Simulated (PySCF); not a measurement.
# C3H5GeNO: the cost of one run

The runs use PySCF 2.14.0, with density-fitted response routines of our own; the level of theory stands in each step. All values are computed, except where a source is named. Atoms count from 0, in the outputs and in this text.

## Step 1: The molecule as given

11 atoms, charge 0, multiplicity 1; geometry from: GFN2-xTB. The atoms were then displaced at random by about 0.01 Å, so the start is not that level's minimum.

Bonds of the start (Å): Ge0–C1 1.91, C1–C2 1.36, C2–C3 1.45, C3–N4 1.32, N4–O5 1.35, O5–C1 1.34, Ge0–H6 1.50, Ge0–H7 1.46, Ge0–H8 1.51, C2–H9 1.08, C3–H10 1.03.

## Step 2: Optimising the geometry at PBE0-D3(BJ)/def2-SVP

Job settings and geometry (Å):

```
{"job": {"xc": "PBE0", "basis": "def2-SVP", "d3": "d3bj", "grid": 1, "shake": 0.01, "kind": "geom"}, "charge": 0, "multiplicity": 1}
Ge    -1.963330    -0.138130     0.001370
C     -0.056620    -0.095820    -0.080290
C      0.940800     0.588470     0.532190
C      2.162620     0.073500    -0.058940
N      1.829830    -0.841500    -0.954270
O      0.483670    -0.936980    -0.967600
H     -2.415570     0.274900     1.366140
H     -2.425800    -1.480270    -0.343520
H     -2.538070     0.868840    -0.966280
H      0.877160     1.338620     1.310140
H      3.143430     0.322540     0.145410
```

Launch:

```console
OMP_NUM_THREADS=1 python probes_run.py task.json out
```

This one command runs all jobs of the session in turn.

Q: Estimate the wall time and peak memory of this first job on 1 thread of Arm Neoverse V2, shared host.

About 88 s, with a peak of 0.53 GiB.
